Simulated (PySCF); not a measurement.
# C₄H₄FNO: a tour of settings, part 2 of 2

PySCF 2.14.0. Atoms count from 0. The steps go on from the part before.

### 4 Spin-spin couplings: OPBE/IGLO-II

The job: settings as JSON, then the geometry in Å.

```
{"job": {"kind": "j", "xc": "OPBE", "basis": "IGLO-II", "grid": 1}, "charge": 0, "multiplicity": 1}
F     -2.021443     0.056395     1.170517
C     -1.492907    -0.001927    -0.101615
C     -0.005804    -0.017239    -0.048278
C      0.886221     1.087107    -0.036709
N      2.119959     0.682763     0.046371
O      2.099462    -0.665303     0.098754
C      0.839802    -1.089175     0.047443
H     -1.861177     0.881626    -0.632040
H     -1.883382    -0.916499    -0.558979
H      0.655907     2.131665    -0.089767
H      0.668785    -2.146743     0.078338
```

With the program's defaults for keys left out, this is: OPBE/IGLO-II indirect spin-spin coupling, non-relativistic, gas phase.

What it wrote:

```text
final grid: 46208 points
cycle   1  E = -384.4485582930  dE =  1.121e+00  |g| = 5.964e-01  |ddm| = 2.938e+00
cycle   2  E = -384.3393887500  dE =  1.092e-01  |g| = 1.023e+00  |ddm| = 1.609e+00
cycle   3  E = -384.5052172987  dE = -1.658e-01  |g| = 1.517e-01  |ddm| = 1.114e+00
cycle   4  E = -384.5076129470  dE = -2.396e-03  |g| = 9.977e-02  |ddm| = 1.585e-01
cycle   5  E = -384.5096894587  dE = -2.077e-03  |g| = 3.032e-02  |ddm| = 8.762e-02
cycle   6  E = -384.5098908980  dE = -2.014e-04  |g| = 6.869e-03  |ddm| = 2.677e-02
cycle   7  E = -384.5099003172  dE = -9.419e-06  |g| = 2.310e-03  |ddm| = 6.150e-03
cycle   8  E = -384.5099013247  dE = -1.007e-06  |g| = 8.074e-04  |ddm| = 1.754e-03
cycle   9  E = -384.5099014280  dE = -1.033e-07  |g| = 4.189e-04  |ddm| = 8.246e-04
cycle  10  E = -384.5099014707  dE = -4.272e-08  |g| = 7.211e-05  |ddm| = 3.693e-04
cycle  11  E = -384.5099014717  dE = -1.058e-09  |g| = 2.987e-05  |ddm| = 7.737e-05
cycle  12  E = -384.5099014719  dE = -1.926e-10  |g| = 4.740e-06  |ddm| = 2.362e-05
converged SCF energy = -384.5099014719

Indirect spin-spin couplings (Hz)
  i      j    bonds     total        FC       PSO       DSO        SD
  0 F    1 C    1   -280.468  -324.601    25.778     0.728    17.628
  0 F    2 C    2     12.312    14.075    -2.163     0.105     0.295
  0 F    3 C    3      0.238     1.011    -0.547    -0.053    -0.172
  0 F    4 N    4      0.314    -0.030     0.133     0.099     0.111
  0 F    5 O    4      1.101    -0.634     1.455     0.131     0.149
  0 F    6 C    3      4.151     4.314    -0.412    -0.061     0.310
  0 F    7 H    2     43.197    37.298    10.590    -1.123    -3.568
  0 F    8 H    2     43.488    37.695    10.469    -1.124    -3.553
  0 F    9 H    4     -1.245    -1.171     0.637    -0.360    -0.352
  0 F   10 H    4     -4.522    -4.139     0.655    -0.428    -0.611
  1 C    2 C    1     48.243    49.140    -1.212     0.315         -
  1 C    3 C    2      3.805     3.848    -0.063     0.019         -
  1 C    4 N    3     -0.067     0.014    -0.077     0.033    -0.037
  1 C    5 O    3     -1.064    -0.979    -0.129     0.044         -
  1 C    6 C    2      7.258     7.320    -0.078     0.016         -
  1 C    7 H    1    127.325   126.826    -0.584     1.083         -
  1 C    8 H    1    125.550   125.034    -0.567     1.084         -
  1 C    9 H    3      0.896     0.948    -0.047    -0.006         -
  1 C   10 H    3      0.674     0.735    -0.024    -0.038         -
  2 C    3 C    1     43.939    48.082    -4.467     0.323         -
  2 C    4 N    2      1.148     0.659     0.256     0.006     0.227
  2 C    5 O    2     -1.181    -2.140     0.954     0.006         -
  2 C    6 C    1     65.810    71.827    -6.341     0.324         -
  2 C    7 H    2     -3.280    -3.113    -0.219     0.052         -
  2 C    8 H    2     -2.907    -2.723    -0.229     0.045         -
  2 C    9 H    2      7.839     8.514    -0.396    -0.278         -
  2 C   10 H    2     11.514    12.403    -0.508    -0.381         -
  3 C    4 N    1     11.336     6.061     6.264    -0.095    -0.895
  3 C    5 O    2      7.643     5.658     1.962     0.023         -
  3 C    6 C    2      8.179     8.518    -0.364     0.026         -
  3 C    7 H    3      3.066     3.162    -0.253     0.157         -
  3 C    8 H    3      6.077     6.093     0.338    -0.355         -
  3 C    9 H    1    166.922   166.288    -0.471     1.106         -
  3 C   10 H    3      5.476     5.791     0.304    -0.619         -
  4 N    5 O    1    -48.117   -44.173    -4.157     0.058     0.155
  4 N    6 C    2      2.942     2.040     1.639     0.026    -0.763
  4 N    9 H    2    -14.854   -16.130     1.043     0.152     0.082
  4 N   10 H    3      0.223    -0.181     0.150     0.305    -0.051
  5 O    6 C    1     45.157    37.055     8.243    -0.141         -
  5 O    8 H    4     -0.200    -0.224    -0.135     0.158         -
  5 O    9 H    3     -7.593    -8.059     0.079     0.387         -
  5 O   10 H    2    -19.525   -20.801     1.112     0.164         -
  6 C    7 H    3      7.803     7.786     0.384    -0.368         -
  6 C    8 H    3      2.976     3.144    -0.318     0.150         -
  6 C    9 H    3      3.494     3.807     0.296    -0.608         -
  6 C   10 H    1    175.341   174.876    -0.672     1.137         -
  7 H    8 H    2    -10.373   -10.271     2.073    -2.175         -
  7 H   10 H    4     -0.585    -0.449     1.447    -1.584         -
  8 H    9 H    4     -0.515    -0.386     1.408    -1.537         -
  8 H   10 H    4     -0.270    -0.277    -0.771     0.778         -
  9 H   10 H    4     -0.737    -0.441     2.115    -2.412         -
```

Run time: 29 s. Hardware: 1 thread of Intel Xeon at 2.70GHz, shared host.

Couplings of 1 Hz or more, nine at most for each number of bonds, with means over like pairs (isotopes 13C, 19F, 1H, 15N, 17O):

| pair | bonds | J (Hz) | Fermi contact (Hz) | dihedral (°) |
| --- | --- | --- | --- | --- |
| F0–C1 | 1 | -280.5 | -324.6 | – |
| C6–H10 | 1 | 175.3 | 174.9 | – |
| C3–H9 | 1 | 166.9 | 166.3 | – |
| C1–H7 | 1 | 126.4 | 125.9 | – |
| C2–C6 | 1 | 65.8 | 71.8 | – |
| C1–C2 | 1 | 48.2 | 49.1 | – |
| N4–O5 | 1 | -48.1 | -44.2 | – |
| O5–C6 | 1 | 45.2 | 37.1 | – |
| C2–C3 | 1 | 43.9 | 48.1 | – |
| F0–H7 | 2 | 43.3 | 37.5 | – |
| O5–H10 | 2 | -19.5 | -20.8 | – |
| N4–H9 | 2 | -14.9 | -16.1 | – |
| F0–C2 | 2 | 12.3 | 14.1 | – |
| C2–H10 | 2 | 11.5 | 12.4 | – |
| H7–H8 | 2 | -10.4 | -10.3 | – |
| C3–C6 | 2 | 8.2 | 8.5 | – |
| C2–H9 | 2 | 7.8 | 8.5 | – |
| C3–O5 | 2 | 7.6 | 5.7 | – |
| O5–H9 | 3 | -7.6 | -8.1 | 180 |
| C3–H10 | 3 | 5.5 | 5.8 | -180 |
| C6–H7 | 3 | 5.4 | 5.5 | – |
| C3–H7 | 3 | 4.6 | 4.6 | – |
| F0–C6 | 3 | 4.2 | 4.3 | 89 |
| C6–H9 | 3 | 3.5 | 3.8 | -180 |
| C1–O5 | 3 | -1.1 | -1.0 | -178 |
| F0–H10 | 4 | -4.5 | -4.1 | – |
| F0–H9 | 4 | -1.2 | -1.2 | – |
| F0–O5 | 4 | 1.1 | -0.6 | – |

The spin-dipole term was solved for some atoms only; pairs without it lack that part.

The response was solved for the nuclei of C, F, H, N alone, so couplings that need other nuclei can be missing.

Quadrupole couplings from the field gradients of the same density:

| atom | isotope | eQq/h (MHz) | η |
| --- | --- | --- | --- |
| O5 | 17O | -9.965 | 0.10 |
| N4 | 14N | 5.376 | 0.99 |

Shifts (PBE0/pcSseg-1, unscaled) and these couplings together give the proton spectrum at 400 MHz below.

¹H NMR δ 8.81 (d, J = 4.5 Hz, 1H), 8.47 (d, J = 1.2 Hz, 1H), 5.64 (d, J = 43.3 Hz, 2H). The letters are first-order; like nuclei with unlike couplings give more lines.

### 5 Nuclear shieldings: KT3/pcSseg-1

Settings changed since step 4:

```diff
@@ -1,2 +1,2 @@
-{"job": {"kind": "j", "xc": "OPBE", "basis": "IGLO-II", "grid": 1}, "charge": 0, "multiplicity": 1}
+{"job": {"kind": "nmr", "xc": "KT3", "basis": "pcSseg-1", "pop": false}, "charge": 0, "multiplicity": 1}
 F     -2.021443     0.056395     1.170517
```

Method: GIAO KT3/pcSseg-1 NMR shielding, non-relativistic, gas phase.

What it wrote:

```text
coarse grid: 10064 points
cycle   1  E = -389.8905947897  dE =  1.156e+00  |g| = 7.144e-01  |ddm| = 3.242e+00
cycle   2  E = -389.7061083472  dE =  1.845e-01  |g| = 1.270e+00  |ddm| = 1.847e+00
cycle   3  E = -389.9684272040  dE = -2.623e-01  |g| = 1.946e-01  |ddm| = 1.319e+00
cycle   4  E = -389.9731719296  dE = -4.745e-03  |g| = 1.284e-01  |ddm| = 2.434e-01
cycle   5  E = -389.9768928250  dE = -3.721e-03  |g| = 2.632e-02  |ddm| = 1.298e-01
cycle   6  E = -389.9770490131  dE = -1.562e-04  |g| = 7.591e-03  |ddm| = 3.139e-02
cycle   7  E = -389.9770598511  dE = -1.084e-05  |g| = 3.099e-03  |ddm| = 8.328e-03
cycle   8  E = -389.9770617300  dE = -1.879e-06  |g| = 9.216e-04  |ddm| = 2.701e-03
final grid: 100128 points
cycle   9  E = -390.0397767984  dE = -1.983e-04  |g| = 2.605e-02  |ddm| = 7.524e-02
cycle  10  E = -390.0394512503  dE =  3.255e-04  |g| = 5.035e-02  |ddm| = 5.325e-02
cycle  11  E = -390.0398633990  dE = -4.121e-04  |g| = 8.515e-03  |ddm| = 3.921e-02
cycle  12  E = -390.0398794742  dE = -1.608e-05  |g| = 1.224e-03  |ddm| = 7.160e-03
cycle  13  E = -390.0398797128  dE = -2.386e-07  |g| = 4.480e-04  |ddm| = 1.356e-03
cycle  14  E = -390.0398797598  dE = -4.701e-08  |g| = 1.366e-04  |ddm| = 5.250e-04
cycle  15  E = -390.0398797628  dE = -3.014e-09  |g| = 7.007e-05  |ddm| = 1.494e-04
cycle  16  E = -390.0398797639  dE = -1.056e-09  |g| = 1.922e-05  |ddm| = 6.920e-05
cycle  17  E = -390.0398797640  dE = -8.708e-11  |g| = 5.345e-06  |ddm| = 2.069e-05
converged SCF energy = -390.0398797640

GIAO shielding tensors (ppm)
atom      isotropic    diamagn.    paramagn.     s11        s22        s33       span
  0 F      371.694     472.628    -100.934    334.161    347.626    433.295     99.133
  1 C      109.689     238.283    -128.595     75.970     87.643    165.452     89.481
  2 C       69.646     260.974    -191.328      7.236     57.214    144.487    137.251
  3 C       43.764     248.048    -204.284    -52.682     58.648    125.326    178.008
  4 N     -129.819     319.445    -449.264   -343.834   -110.688     65.065    408.899
  5 O      -59.832     396.436    -456.268   -172.959   -153.655    147.120    320.079
  6 C       32.247     252.724    -220.476    -46.602     33.029    110.316    156.917
  7 H       26.154      27.791      -1.637     22.378     26.236     29.848      7.470
  8 H       25.999      27.809      -1.810     22.029     26.270     29.699      7.670
  9 H       23.610      30.900      -7.290     21.918     22.622     26.290      4.371
 10 H       23.140      31.554      -8.414     21.729     22.286     25.404      3.675
```

Run time: 32 s. Hardware: 1 thread of Intel Xeon at 2.70GHz, shared host; peak memory 0.66 GiB.

Key values: δ C6 152.5, C3 141.0, C2 115.1, C1 75.0, H10 8.62, H9 8.15 ppm.

### 6 Nuclear shieldings: PBE0/6-31++G**

Settings changed since step 5:

```diff
@@ -1,2 +1,2 @@
-{"job": {"kind": "nmr", "xc": "KT3", "basis": "pcSseg-1", "pop": false}, "charge": 0, "multiplicity": 1}
+{"job": {"kind": "nmr", "xc": "PBE0", "basis": "6-31++G**", "pop": false, "scf": {"conv": 1e-06, "aux": "def2-qzvpp-jkfit"}}, "charge": 0, "multiplicity": 1}
 F     -2.021443     0.056395     1.170517
```

With the program's defaults for keys left out, this is: GIAO PBE0/6-31++G** NMR shielding, non-relativistic, gas phase.

What it wrote:

```text
final grid: 100128 points
cycle   1  E = -384.1364719681  dE =  1.321e+00  |g| = 4.902e-01  |ddm| = 4.618e+00
cycle   2  E = -384.1037350232  dE =  3.274e-02  |g| = 6.862e-01  |ddm| = 2.916e+00
cycle   3  E = -384.1824187038  dE = -7.868e-02  |g| = 8.110e-02  |ddm| = 1.508e+00
cycle   4  E = -384.1831232217  dE = -7.045e-04  |g| = 5.115e-02  |ddm| = 1.857e-01
cycle   5  E = -384.1837162040  dE = -5.930e-04  |g| = 9.563e-03  |ddm| = 1.046e-01
cycle   6  E = -384.1837342789  dE = -1.807e-05  |g| = 3.724e-03  |ddm| = 2.429e-02
cycle   7  E = -384.1837373042  dE = -3.025e-06  |g| = 4.623e-04  |ddm| = 7.152e-03
cycle   8  E = -384.1837373467  dE = -4.247e-08  |g| = 2.475e-04  |ddm| = 1.084e-03
converged SCF energy = -384.1837373467

GIAO shielding tensors (ppm)
atom      isotropic    diamagn.    paramagn.     s11        s22        s33       span
  0 F      397.093     471.862     -74.769    358.120    373.368    459.789    101.668
  1 C      125.256     234.755    -109.499     92.028    103.574    180.166     88.138
  2 C       80.509     273.124    -192.615     15.558     68.361    157.608    142.050
  3 C       53.922     260.162    -206.240    -43.782     65.076    140.472    184.254
  4 N     -108.608     298.809    -407.418   -329.251    -92.302     95.729    424.980
  5 O      -32.131     369.004    -401.135   -143.271   -130.014    176.893    320.164
  6 C       43.736     262.034    -218.298    -35.924     41.368    125.763    161.687
  7 H       26.282      28.368      -2.086     22.621     26.248     29.976      7.356
  8 H       26.166      27.046      -0.880     22.326     26.337     29.834      7.508
  9 H       23.296      30.505      -7.209     21.318     22.184     26.385      5.067
 10 H       22.954      30.008      -7.054     21.256     21.863     25.743      4.487
```

It took 21 s on 1 thread of Intel Xeon at 2.70GHz, shared host; peak memory 0.69 GiB.

Key values: δ C6 154.7, C3 144.5, C2 118.0, C1 73.2, H10 8.90, H9 8.56 ppm.

### 7 Run by run: NMR shifts

Shifts (ppm) of some atoms, chosen among heavy atoms and hydrogens apart, with basis size and wall time:

| run | C6 | C3 | H10 | H9 | F0 | N4 | O5 | functions | time |
| --- | --- | --- | --- | --- | --- | --- | --- | --- | --- |
| PBE0/pcSseg-1 | 166.8 | 155.1 | 8.81 | 8.47 | -222.8 | 425.8 | 410.5 | 139 | 21 s |
| KT3/pcSseg-1 | 152.5 | 141.0 | 8.62 | 8.15 | -229.3 | 394.2 | 390.6 | 139 | 32 s |
| PBE0/6-31++G** | 154.7 | 144.5 | 8.90 | 8.56 | -206.0 | 381.4 | 370.2 | 150 | 21 s |

### 8 What came out

What follows sums up all 2 parts.

```
                                                              quantity                          value
                                ¹³C shifts against TMS (PBE0/pcSseg-1)  166.8, 155.1, 124.2, 75.7 ppm
¹H shifts against TMS (PBE0/pcSseg-1, means over atoms taken as alike)           8.81, 8.47, 5.64 ppm
                              ¹⁹F shifts against CFCl3 (PBE0/pcSseg-1)                     -222.8 ppm
                                ¹⁵N shifts against NH3 (PBE0/pcSseg-1)                      425.8 ppm
                                ¹⁷O shifts against H2O (PBE0/pcSseg-1)                      410.5 ppm
                                       lowest singlet (PBE0/def2-SVPD)    6.26 eV (198 nm), f = 0.005
                              brightest single state of those computed    state 2, 6.61 eV, f = 0.097
                                                        lowest triplet                        4.29 eV
                          largest coupling of the table (OPBE/IGLO-II)       ¹J(F,C) F0–C1, -280.5 Hz
                                              range of the shift of N4             381.4 to 425.8 ppm
```

**Reading.** Single values in the summary come from the first run of each kind that ended normally (PBE0/pcSseg-1; PBE0/def2-SVPD; OPBE/IGLO-II), which need not be the best level. At PBE0/pcSseg-1: The widest tensor belongs to N4: span 472 ppm, with a paramagnetic part of -477 ppm. NICS(1)zz of -28 ppm above the planar ring from C2 marks a diatropic (aromatic) ring current. The lowest singlet, at 6.26 eV, is HOMO−1→LUMO 0.96 and is weak; of the 6 states computed, the strongest absorption comes from state 2 at 6.61 eV. The lowest triplet lies 1.97 eV below the lowest singlet (triplets in Tamm-Dancoff, singlets in full TDDFT). Of the pairs tabulated at OPBE/IGLO-II, F0–C1 couples most strongly (-280.5 Hz; Fermi contact -324.6 Hz). Couplings across rotatable bonds belong to this one conformer; where others are populated, the observed values are averages. Across the 3 runs the shift of N4 moves most, between 381.4 (PBE0/6-31++G**) and 425.8 ppm (PBE0/pcSseg-1).
